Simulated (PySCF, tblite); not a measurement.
**C₅H₆FO₂ radical: geometry, infrared bands and EPR parameters**

Wanted: the infrared bands and EPR parameters of C₅H₆FO₂ radical (`CO[C]1C=C(F)OC1`), by calculation.

The runs use tblite 0.8.0 and PySCF 2.14.0, with density-fitted response routines of our own; the level of theory stands in each step. All values are computed, except where a source is named. Atoms are numbered from 0 throughout.

## Step 1: The molecule as given

14 atoms, charge 0, multiplicity 2; geometry from: force field or distance geometry start.

Bonds of the start (Å): C0–O1 1.38, O1–C2 1.36, C2–C3 1.51, C3–C4 1.33, C4–F5 1.37, C4–O6 1.40, O6–C7 1.42, C7–C2 1.52, C0–H8 1.12, C0–H9 1.10, C0–H10 1.09, C3–H11 1.07, C7–H12 1.11, C7–H13 1.09.

## Step 2: Relaxing the molecule with GFN2-xTB

What the job is given:

```
{"job": {"kind": "relax", "xc": "GFN2-xTB", "basis": "xTB"}, "charge": 0, "multiplicity": 2}
C      2.129500     0.462300    -0.016000
O      1.239700    -0.581400     0.091200
C      0.027700    -0.278200     0.619500
C     -0.687900     0.838300    -0.092800
C     -1.975100     0.508700    -0.189800
F     -2.967000     1.245600    -0.775900
O     -2.158300    -0.748900     0.389000
C     -0.913400    -1.428600     0.286100
H      2.072100     1.150900     0.861100
H      3.167900     0.090900    -0.035700
H      1.903500     0.989400    -0.946700
H     -0.243300     1.744500    -0.444700
H     -0.806900    -1.760100    -0.770600
H     -0.789200    -2.233800     1.002900
```

Run with:

```bash
$ OMP_NUM_THREADS=1 python probes_run.py task.json out
```

One launch serves the whole session: the jobs run in the order shown.

**Question.** This job is followed by: GFN2-xTB harmonic vibrations, gas phase; UKS B3LYP, pcH-1 on C F H O, non-relativistic, mean-field spin-orbit, GIAO. Predict these results of the whole session: strongest single infrared mode (GFN2-xTB); zero-point energy (GFN2-xTB); g(iso) (B3LYP); ⟨S²⟩; largest a(iso) (averaged by class); surface potential, 1st and 99th percentile.

The runs gave:

| quantity | value |
| --- | --- |
| strongest single infrared mode (GFN2-xTB) | 1515 cm⁻¹, 380 km/mol |
| zero-point energy (GFN2-xTB) | 63.2 kcal/mol |
| g(iso) (B3LYP) | 2.00368 |
| ⟨S²⟩ | 0.770 (exact 0.75) |
| largest a(iso) (averaged by class) | 1H on H12, H13, 96.3 MHz |
| surface potential, 1st and 99th percentile | -1.20 V and 1.22 V |

What this shows: Over 62 steps the energy fell by 1.381 eV; of the close pairs, C2–C3 changed most, 1.505 to 1.385 Å. No mode is imaginary among the 36: a minimum at this level. The strongest single mode, at 1515 cm⁻¹, is carried by C2, C3, C4. Unscaled tight-binding wavenumbers are off by several per cent, some by more. Its intensities can rank the bands wrongly. The largest spin populations lie on C2 (0.53 e), C4 (0.48 e). The isotropic g lies 1.4 ppt above the free-electron value.
